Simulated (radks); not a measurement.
# Nuclear size and the levels of Ag

Aim: how the total energy, the levels and the density at the nucleus of Ag respond when the nuclear radius is scaled.

The numbers are computed with radks (a radial shooting solver on a logarithmic mesh, Libxc functionals) version 1 (Dirac Kohn-Sham, PBE, spin-unpolarised, spherical densities, finite nucleus), except any that are marked as measured or tabulated.

### 1 The system

* element: silver (Z = 47)
* charge: 0
* electrons: 47
* configuration: [Kr] 4d10 5s1
* nuclear rms radius: 4.5454 fm

Outer shells as boxes (Hund's rule):

Ag
```
[Kr] core
4d [↑↓][↑↓][↑↓][↑↓][↑↓]
5s [↑ ]
```

### 2 rms radius 4.5454 fm

Settings of this run:

```text
Z 47
configuration [Kr] 4d10 5s1 5p0 6s0
relativity Dirac
functional pbe,pbe
spin unpolarised
j_filling energy
nucleus finite rms 4.5454 fm
c 137.035999084
```

### 3 rms radius 4.0045 fm

Changes since step 2:

```diff
@@ -6,3 +6,3 @@
 j_filling energy
-nucleus finite rms 4.5454 fm
+nucleus finite rms 4.0045 fm
 c 137.035999084
```

### 4 rms radius 4.3545 fm

Changes since step 3:

```diff
@@ -6,3 +6,3 @@
 j_filling energy
-nucleus finite rms 4.0045 fm
+nucleus finite rms 4.3545 fm
 c 137.035999084
```

### 5 rms radius 4.7727 fm

Changes since step 4:

```diff
@@ -6,3 +6,3 @@
 j_filling energy
-nucleus finite rms 4.3545 fm
+nucleus finite rms 4.7727 fm
 c 137.035999084
```

### 6 rms radius 5.1272 fm

Changes since step 5:

```diff
@@ -6,3 +6,3 @@
 j_filling energy
-nucleus finite rms 4.7727 fm
+nucleus finite rms 5.1272 fm
 c 137.035999084
```

**Question.** What will these runs give? Wanted: for each run, rms radius; total energy shift; density at nucleus; 1s1/2 shift; 2s1/2 shift; 4s1/2 shift; 4p1/2 shift; 5s1/2 shift.

As calculated:

```csv
rms radius (fm),total energy shift (eV),density at nucleus (e/bohr³),1s1/2 shift (meV),2s1/2 shift (meV),4s1/2 shift (meV),4p1/2 shift (meV),5s1/2 shift (meV)
4.0045,-0.633,1.482e+05,-266,-29.8,-1.03,0.0620,-0.0542
4.3545,-0.231,1.466e+05,-97.3,-10.9,-0.378,0.0226,-0.0198
4.5454,0,1.457e+05,0,0,0,0,0
4.7727,0.286,1.448e+05,121,13.5,0.469,-0.0281,0.0245
5.1272,0.757,1.434e+05,319,35.6,1.24,-0.0742,0.0649
```

**Reading.** Shifts are against the first run. Over the range the 1s1/2 level moves by 0.585 eV and the 5s1/2 level by 0.119 meV. A larger nucleus binds the 1s electrons less and lowers the density at its centre. These are shifts of eigenvalues, not the field shifts of spectral lines.
